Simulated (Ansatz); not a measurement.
# CH5NOSiSn: up Jacob's ladder to CCSD(T)

One table from this session's results is given with a row withheld; the runs are named, their logs left out.

Program: Ansatz 0.2.0, Gaussian basis. Level of theory: functionals in def2-TZVPP, the program's frozen cores in correlated methods. These are calculated values, not measurements.

Levels to be run: LDA (SPW92), PBE-D4, revPBE-D4, BLYP-D4, r2SCAN-D4, B97M-V, PBE0-D4, B3LYP-D4, r2SCANh-D4, r2SCAN0-D4, HSE06-D4, BHLYP-D4, CAM-B3LYP-D4, LC-ωPBE, ωB97X-V, ωB97M-V, B2PLYP, PBE-QIDH; CCSD(T)/def2-SVP; CCSD(T)/def2-TZVPP; MP2/def2-QZVPP; extrapolation to the limit; RPA on PBE.

## Structure used throughout

The geometry comes from an earlier relaxation with PBE0-D4 in a triple-zeta def2 set; it is a stationary point, not always the lowest conformer. Sn takes the def2 core potential; no spin-orbit term is included.

SMILES `N=[C]1O[SiH2][SnH2]1`, 10 atoms, charge 0, spin multiplicity 1.

Atoms are counted from 1 here; the program's logs count them from 0.

Bond lengths: N1–C2 1.251 Å, N1–H6 1.014 Å, C2–O3 1.373 Å, C2–Sn5 2.228 Å, O3–Si4 1.686 Å, Si4–Sn5 2.540 Å, Si4–H7 1.483 Å, Si4–H8 1.483 Å, Sn5–H9 1.704 Å, Sn5–H10 1.704 Å. Angles: C2–N1–H6 111.5°, N1–C2–O3 119.4°, N1–C2–Sn5 139.8°, O3–C2–Sn5 100.9°, C2–O3–Si4 113.3°, O3–Si4–Sn5 81.3°, O3–Si4–H7 110.2°, O3–Si4–H8 110.2°, Sn5–Si4–H7 120.5°, Sn5–Si4–H8 120.5°, H7–Si4–H8 109.7°, C2–Sn5–Si4 64.6°, C2–Sn5–H9 115.1°, C2–Sn5–H10 115.1°, Si4–Sn5–H9 122.6°, Si4–Sn5–H10 122.6°, H9–Sn5–H10 109.1°.

The first run:

in.yaml reads:

```yaml
crystal:
  periodic: [false, false, false]
  atoms:
    - {symbol: N, position_ang: [-2.198017, 0.727196, -0.563695]}
    - {symbol: C, position_ang: [-1.062949, 0.266045, -0.310142]}
    - {symbol: O, position_ang: [-0.743319, -1.003233, -0.725342]}
    - {symbol: Si, position_ang: [0.820381, -1.468341, -0.300809]}
    - {symbol: Sn, position_ang: [0.830293, 0.866989, 0.698471]}
    - {symbol: H, position_ang: [-2.305139, 1.669175, -0.203958]}
    - {symbol: H, position_ang: [1.613027, -1.769709, -1.517673]}
    - {symbol: H, position_ang: [0.778559, -2.662149, 0.578411]}
    - {symbol: H, position_ang: [0.698566, 1.150562, 2.373286]}
    - {symbol: H, position_ang: [1.651696, 2.172364, -0.025449]}
basis:
  gaussian: {orbitals: def2-TZVPP}
hamiltonian: {xc: lda}
output: {orbitals: {seedname: orbitals}}
```

The run is started by

```sh
$ ansatz run in.yaml --threads 4 --pin off --events-out ev --progress --plain --max-ram 10444MiB
```

Steps of the session up to this table: LDA; PBE-D4 (GGA); revPBE-D4 (GGA); BLYP-D4 (GGA); r2SCAN-D4 (meta-GGA); B97M-V (meta-GGA); B3LYP-D4 (hybrid); r2SCANh-D4 (hybrid); r2SCAN0-D4 (hybrid); HSE06-D4 (hybrid); BHLYP-D4 (hybrid); CAM-B3LYP-D4 (range-separated); LC-ωPBE (range-separated); ωB97X-V (range-separated); ωB97M-V (range-separated); B2PLYP (double hybrid); PBE-QIDH (double hybrid).

One table of the session follows, with a row left open; its other results are not shown here.

It belongs to the step «Orbital energies across the functionals». 

| functional | HOMO (eV) | gap (eV) |
| --- | --- | --- |
| LDA (SPW92) | -5.96 | 3.92 |
| PBE-D4 | -5.78 | 3.98 |
| revPBE-D4 | -5.72 | 4.01 |
| BLYP-D4 | -5.66 | 3.93 |
| r2SCAN-D4 | -6.00 | 4.45 |
| B97M-V | -6.08 | 4.36 |
| PBE0-D4 | -6.95 | 5.87 |
| B3LYP-D4 | -6.76 | 5.44 |
| r2SCANh-D4 | -6.44 | 5.14 |
| r2SCAN0-D4 | -7.10 | 6.17 |
| HSE06-D4 | -6.56 | 5.12 |
| BHLYP-D4 | -8.05 | 7.67 |
| CAM-B3LYP-D4 | ? | ? |
| LC-ωPBE | -9.47 | 10.32 |
| ωB97X-V | -9.16 | 9.90 |
| ωB97M-V | -9.07 | 9.50 |

Q: Estimate the row for CAM-B3LYP-D4 from the others.

The run gave: HOMO (eV): -8.23; gap (eV): 8.01. In the column «HOMO (eV)» it lies between ωB97M-V (-9.07) and BHLYP-D4 (-8.05).
